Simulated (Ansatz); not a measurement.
# BiTe (Fm-3m) in Ansatz: single point with PBE0

Aim: the single point of BiTe with PBE0.

All numbers are computed with Ansatz 0.2.0; they aren't measurements. Logs are shortened: lines on timing, memory, paths and dates and some standing lists are left out, and cuts for length are marked.

## (1) The structure

Symmetry: Fm-3m, No. 225, cubic system. Conventional cell: a = 6.470 Å, b = 6.470 Å, c = 6.470 Å, α = 90.00°, β = 90.00°, γ = 90.00°. Bi (site symmetry m-3m) has 6 Te at 3.23 Å as nearest neighbours. Around Te (site symmetry m-3m) lie 6 Bi at 3.23 Å.

## (2) Single point, PBE0

input

```
crystal:
  lattice:
    - [0.0, 3.235, 3.235]
    - [3.235, 0.0, 3.235]
    - [3.235, 3.235, 0.0]
  atoms:
    - { symbol: Bi, position: [0.0, 0.0, 0.0] }
    - { symbol: Te, position: [0.5, 0.5, 0.5] }
hamiltonian:
  xc: pbe0
  pseudopotentials: { kind: paw }
kpoints:
  mp_grid: { grid: [6, 6, 6] }
scf:
  occupations: { method: fermi_dirac, width: 0.05 }
output:
  forces: true
  stress: true
  eigenvalues: true
```

Potentials or basis: Ansatz PAW.

Output:

```text
Warning: output.stress: scf.convergence.dr2_threshold = 1e-7 eV (the SCF's general default) is looser than the 2e-10 eV advised for a printed stress (1e-10 eV for each atom of the cell: 2). What an SCF threshold leaves in a stress goes as its square root, and in the free energy as the threshold itself, and one threshold admits the most on a small cell: of the crystals measured, under no hybrid functional and no lock of the moments, on runs that ended without the residual-converged pass, on stresses that held no estimate of that error, the worst erred by over 100 MPa in a component at 1e-7 eV an atom and by under 5 at 1e-10. Set scf.convergence.dr2_threshold to 2e-10 eV or tighter. The threshold is an SCF's pass mark: one that does not reach it within its budget of iterations ends unconverged, or closes short of it on a stop that the run arms, and scf.convergence.dr2_threshold's page says what that costs each kind of run
Warning: output.stress: scf.exx.energy_threshold = 1e-6 eV is looser than the 2e-8 eV advised for a stress under a hybrid functional (1e-8 eV for each atom of the cell: 2). Every SCF of the exchange loop can meet its threshold on dr2 while the loop round them stops early: no threshold on dr2 bounds what that leaves in the stress. Set scf.exx.energy_threshold to 2e-8 eV or tighter. The threshold is the loop's pass mark: a loop that does not reach it within its budget of cycles ends unconverged, and scf.exx.energy_threshold's page has the law
GPUs: using 1 of 1 available (devices: 1).
Engine: ansatz 0.2.0, x86_64-unknown-linux-gnu
Pseudopotentials: kind: paw
Pseudopotential: Bi, paw, valence charge 15, recommended cutoff 420 eV (normal), Bi.paw.azcp
Pseudopotential: Te, paw, valence charge 16, recommended cutoff 420 eV (normal), Te.paw.azcp
Functional definition: PBE0
  parameter a = 0.25
  parameter kappa = 0.804
  parameter beta = 0.06672455060314922
  exchange = (1 - a)*pbe_x(kappa = kappa, mu = beta*pi^2/3) + a*exact_x
  correlation = pbe_c(beta = beta)
device memory: the entry about to start is reckoned to put 0.6 GiB on a device that reports 61.1 GiB free (of which the cap on the GPU budget leaves the run 18.0 GiB)
GPU FFT provider: cuFFT
GPU libraries: cuBLAS 13.8.2, cuFFT 12.4.0, cuSOLVER 12.3.4
Crystal: 2 atoms, lattice volume = 67.710 Å³
Basis set: ecut = 420 eV, 1363 PW (Γ), exchange–correlation on 64×64×64 points (8 copies of the dense FFT grid, shifted against one another)
Bands: 20, of which v1, the nominal top of the filled ones, is band 16 counted from 1 (15 counted from 0)
Symmetry: 48 space group operations
Space group: Fm-3m (ITA 225), of the structure as read, at distance tolerance 4.1e-5 Å
k-points: 16 of 216
Non-local potential: Bi, projectors of the file, l = 0: 2, l = 1: 2, l = 2: 2, l = 3: 2
Non-local potential: Te, projectors of the file, l = 0: 2, l = 1: 2, l = 2: 2, l = 3: 2
PAW form: soft (Blöchl's): semilocal exchange-correlation on the pseudo side does not see the compensation charge
PAW frozen core: Bi, regenerated for the run's functional, and the local potential with it (the file was generated under x = pbe(κ = 0.804, μ = 0.2195149727645171), c = pbe(β = 0.06672455060314922))
PAW frozen core: Te, regenerated for the run's functional, and the local potential with it (the file was generated under x = pbe(κ = 0.804, μ = 0.2195149727645171), c = pbe(β = 0.06672455060314922))
PAW one-centre angular grid: Bi, 590 points (default); XC on 64 Gauss nodes
PAW one-centre angular grid: Te, 590 points (default); XC on 64 Gauss nodes
Initial density: superposition of atomic densities (neutral atoms: chi_scale 0, normalization atom), corrected by the library's trained network
Initial wavefunctions: pseudopotential atomic-orbital guess
GPU buffer pool allocated for 32768 grid points (all kernels)
GPU transforms: local potential and band sums: pruned to the plane-wave sphere, on 30×32×32
Functional: x = pbe(κ = 0.804, μ = 0.2195149727645171), c = pbe(β = 0.06672455060314922), warm-up for x = 0.75 pbe(κ = 0.804, μ = 0.2195149727645171) + 0.25 exact, c = pbe(β = 0.06672455060314922)
SCF iter   1: F=—  HF=-19376.647620 eV  |F-HF|=—  |Δ(HF+E_count)|=         —  Δρ=8.94e-4  dr2=1.07e-3  ethr=1.77e-3  ⟨swp⟩=12.1  Hψ=1425  notcnv=0
preconditioner: auto → none  [insulator: Δε(μ)=0.155 eV  Ē_g=9.467 eV  σ=0.050 eV  W_gap=0.54  n_scr=14 (ndim 8)  ℏωp=15.0 eV  f_vac=0.012  D(μ)=2.26/eV (n_scr^D=14)]
SCF iter   2: F=—  HF=-19376.648565 eV  |F-HF|=—  |Δ(HF+E_count)|=   9.45e-4  Δρ=4.08e-4  dr2=1.72e-4  ethr=3.46e-6  ⟨swp⟩=6.1  Hψ=1137  notcnv=0  defer=9
SCF iter   3: F=—  HF=-19376.648574 eV  |F-HF|=—  |Δ(HF+E_count)|=   9.37e-6  Δρ=2.06e-4  dr2=2.05e-5  ethr=5.55e-7  ⟨swp⟩=3.6  Hψ=666  notcnv=0  defer=1
iter 4 solved again at ethr=4.68e-9 eV; its pass at ethr=6.62e-8 eV (dr2=1.45e-6 eV) is discarded
SCF iter   4: F=—  HF=-19376.648619 eV  |F-HF|=—  |Δ(HF+E_count)|=   4.43e-5  Δρ=5.30e-5  dr2=1.32e-6  ethr=4.68e-9  ⟨swp⟩=3.6  Hψ=1334  notcnv=0
eigensolver tolerance schedule: the retry pair's looser diagonalisation over-reported the residual by 0.10 of it (diagonalisation noise at 0.11 of the residual, at the tolerance the schedule requests for it); recorded, not acted on — ethr = c·dr2/N_el stays at c = 1.0e-1
SCF iter   5: F=—  HF=-19376.648623 eV  |F-HF|=—  |Δ(HF+E_count)|=   4.06e-6  Δρ=1.04e-5  dr2=3.14e-8  ethr=4.25e-9  ⟨swp⟩=3.2  Hψ=668  notcnv=0
SCF iter   6: F=—  HF=-19376.648623 eV  |F-HF|=—  |Δ(HF+E_count)|=   2.65e-7  Δρ=1.46e-6  dr2=1.48e-9  ethr=1.01e-10  ⟨swp⟩=3.9  Hψ=830  notcnv=0
SCF iter   7: F=-19376.648623 eV  HF=-19376.648623 eV  |F-HF|=2.98e-10  |Δ(HF+E_count)|=   1.63e-9  Δρ=8.04e-7  dr2=3.46e-10  ethr=4.77e-12  ⟨swp⟩=4.0  Hψ=778  notcnv=0
[... 111 lines left out ...]
preconditioner: auto → none  [insulator: Δε(μ)=0.270 eV  Ē_g=11.152 eV  σ=0.050 eV  W_gap=0.76  n_scr=14 (ndim 8)  ℏωp=14.9 eV  f_vac=0.007  D(μ)=0.38/eV (n_scr^D=0)]
iter 2 solved again at ethr=4.62e-9 eV; its pass at ethr=4.89e-8 eV (dr2=1.43e-6 eV) is discarded
SCF iter   2: F=—  HF=-19380.618979 eV  |F-HF|=—  |Δ(HF+E_count)|=   4.71e-6  Δρ=3.44e-5  dr2=3.71e-5  ethr=4.62e-9  ⟨swp⟩=2.1  Hψ=1226  notcnv=0
SCF iter   3: F=—  HF=-19380.619071 eV  |F-HF|=—  |Δ(HF+E_count)|=   9.16e-5  Δρ=2.80e-5  dr2=2.10e-5  ethr=4.56e-9  ⟨swp⟩=2.2  Hψ=575  notcnv=0
SCF iter   4: F=—  HF=-19380.619113 eV  |F-HF|=—  |Δ(HF+E_count)|=   4.21e-5  Δρ=2.05e-5  dr2=1.11e-5  ethr=4.56e-9  ⟨swp⟩=3.1  Hψ=647  notcnv=0
Mixer restart at iter 4: flushing history
SCF iter   5: F=—  HF=-19380.619136 eV  |F-HF|=—  |Δ(HF+E_count)|=   2.28e-5  Δρ=1.52e-5  dr2=5.69e-6  ethr=2.24e-9  ⟨swp⟩=3.5  Hψ=660  notcnv=0
SCF iter   6: F=—  HF=-19380.619148 eV  |F-HF|=—  |Δ(HF+E_count)|=   1.25e-5  Δρ=1.33e-5  dr2=2.89e-6  ethr=9.80e-10  ⟨swp⟩=3.7  Hψ=663  notcnv=0
SCF iter   7: F=—  HF=-19380.619155 eV  |F-HF|=—  |Δ(HF+E_count)|=   6.31e-6  Δρ=1.06e-5  dr2=1.27e-6  ethr=5.52e-10  ⟨swp⟩=3.2  Hψ=619  notcnv=0
SCF iter   8: F=-19380.619159 eV  HF=-19380.619159 eV  |F-HF|=3.22e-9  |Δ(HF+E_count)|=   4.29e-6  Δρ=2.96e-6  dr2=2.35e-8  ethr=4.13e-10  ⟨swp⟩=4.1  Hψ=813  notcnv=0
SCF 8 converged in 8 iterations: F = -19380.619159 eV  dr2 = 2.35e-8
hybrid outer 1: dexx = +6.095e-4 eV, tail = 2.10e-7 eV
GPU FFT provider: cuFFT
GPU libraries: cuBLAS 13.8.2, cuFFT 12.4.0, cuSOLVER 12.3.4
GPU buffer pool allocated for 32768 grid points (all kernels)
GPU transforms: local potential and band sums: pruned to the plane-wave sphere, on 30×32×32
Exchange kernel: α = 0.2500, full range, Wigner–Seitz truncation, v(0) = 20732.4139 eV·Å³, q-mesh 6×6×6, nearest image of the exchange supercell L = 27.45 Å, pair-density grid 18×18×18, without the augmentation charges, whose exchange is taken in its separable form by FFT convolution over the k-point mesh (sized by the pseudopotential files, 25×25×25 at the most), smooth part of the exact exchange by density-matrix convolution in up to 4.82 GiB of GPU memory as planned if the GPU has room (build and FFT work areas not counted)
Frozen-core exchange: fock
SCF iter   1: F=—  HF=-19380.619164 eV  |F-HF|=—  |Δ(HF+E_count)|=         —  Δρ=3.32e-6  dr2=1.79e-8  ethr=2.84e-9  ⟨swp⟩=4.2  Hψ=737  notcnv=0
preconditioner: auto → none  [insulator: Δε(μ)=0.301 eV  Ē_g=11.208 eV  σ=0.050 eV  W_gap=0.84  n_scr=14 (ndim 8)  ℏωp=15.0 eV  f_vac=0.007  D(μ)=0.40/eV (n_scr^D=0)]
SCF iter   2: F=-19380.619164 eV  HF=-19380.619164 eV  |F-HF|=1.09e-11  |Δ(HF+E_count)|=   1.33e-8  Δρ=1.73e-6  dr2=5.29e-9  ethr=4.00e-11  ⟨swp⟩=3.4  Hψ=719  notcnv=0
SCF 9 converged in 2 iterations: F = -19380.619164 eV  dr2 = 5.29e-9
  Residual-converged pass: ⟨swp⟩=3.2  Hψ=741  notcnv=0  max |occ|·‖R‖ = 2.4e-6 eV (tolerance 2.4e-6 eV)  dr2=5.33e-9  dr2_onsite=7.23e-11  max |Δocc| = 1.5e-12
hybrid outer 2: dexx = +2.427e-8 eV, tail = 1.28e-8 eV, Δε = 8.23e-4 eV (about 5.27e-4 eV left of the loop's levels)
exact exchange: an outer loop of this run ended on a state whose frontier levels can be filled otherwise, and a further loop was made from that state with electrons moved between them. It converged no lower than the two loops' stops tell apart, in 10 SCF iterations, so its state is not used
hybrid SCF converged: 4 outer / 23 inner (+7 warm-up), last move |dexx| = 1.23e-6 eV, tail = 2.21e-9 eV
Stability not checked: this state was not tested for a lower state beside it, because the functional holds exact exchange (a hybrid, or Hartree-Fock), whose exchange loop this test does not read (fock_operator; see scf.lower_state_search)
Free energy (F): -19380.619164 eV
Frozen-core exchange: fock
Harris-Foulkes:  -19380.619164 eV  (|F-HF|=2.36e-10)
Internal energy: -19380.615013 eV  (E = F + TS)
E sigma→0 (E₀):  -19380.617088 eV
Entropy (-TS):   -0.004151 eV (-2.076 meV/atom)
Fermi energy:    9.625253 eV
--- Per-component energies (eV) ---
  E_band       = -436.159614
  E_kinetic    = 479.809759
  E_local      = -2758.733533  (includes V_loc(G=0)·N_el)
  E_nonlocal   = 250.346431
  E_hartree    = 1289.311902
  E_xc         = -212.227736
  E_vxc        = -191.429919  (∫ρ·V_xc dr)
  E_exx        = -92.380404  (= α·E_x^exact, valence–valence)
  E_paw        = -15300.605952  (= ΣΔE_a)
  E_vpaw       = -610.014538  (= ΣTr[D̂ρ^β])
  E_aug_tail   = -0.000616  (compensation charges beyond the density's cutoff)
  E_ewald      = -3036.155726
  E_core_change = 0.020861  (= ΣΔE_core)
  E_smearing   = -0.004151  (= −TS)
  E_closure    = 0.000000  (closes the sum)
  Σ components = -19380.619164   (vs F -19380.619164, Δ=0.00e0)
--- Forces (eV/Å), atoms counted from 1 ---
  atom   1  Bi     0.00000000    -0.00000000     0.00000000
  atom   2  Te    -0.00000000     0.00000000     0.00000000
  max |Σ_I F_I| component: 2.37e-28 eV/Å
--- Stress (GPa, compression-positive) ---
       -0.597835      -0.000000       0.000000
        0.000000      -0.597835       0.000000
        0.000000      -0.000000      -0.597835
  P = ⅓ Tr σ = -0.5978 GPa (-5.978 kbar)
--- Band table (eV; the first three rows and the last of 16) ---
  k-point 0: bands = ["-30.6724", "-30.6724", "-30.6663", "-30.6663", "-30.6663", "-16.0733", "-16.0733", "-16.0598", "-16.0598", "-16.0598", "-5.7274", "0.5263", "6.3639", "6.3639", "6.3639", "12.5807", "12.5807", "12.5807", "15.1349", "15.1349"]
  k-point 1: bands = ["-30.6722", "-30.6722", "-30.6662", "-30.6662", "-30.6662", "-16.0743", "-16.0743", "-16.0595", "-16.0584", "-16.0584", "-5.4505", "-0.1810", "6.4833", "6.4833", "6.6973", "11.3560", "11.5632", "11.5632", "14.9949", "15.6719"]
  k-point 2: bands = ["-30.6721", "-30.6721", "-30.6660", "-30.6659", "-30.6659", "-16.0776", "-16.0776", "-16.0586", "-16.0551", "-16.0551", "-4.6386", "-1.7077", "6.8191", "6.8191", "7.2475", "9.5361", "10.0038", "10.0038", "15.9881", "17.1589"]
  k-point 15: bands = ["-30.6724", "-30.6719", "-30.6661", "-30.6655", "-30.6652", "-16.0868", "-16.0722", "-16.0601", "-16.0526", "-16.0487", "-3.3916", "-2.2775", "3.1897", "4.0940", "6.3990", "11.0937", "13.6792", "14.7422", "15.1249", "17.2757"]
```

It took 66 s on 1 × NVIDIA H100 80GB HBM3 with 2 threads of AMD EPYC 7R13 (Zen 3), shared host; peak memory 3 GiB.

Results:

```
Free energy            : -19380.6192 eV
Pressure               : -0.6 GPa
Band gap on the k mesh : none (metal or under the smearing width)
```

Caveat: spin-orbit coupling is left out, which moves the levels of the heavy elements; the PAW data sets come from PBE, with cores solved anew for the run's functional, which leaves a small shift of forces and pressure; the thresholds are loose for stress.
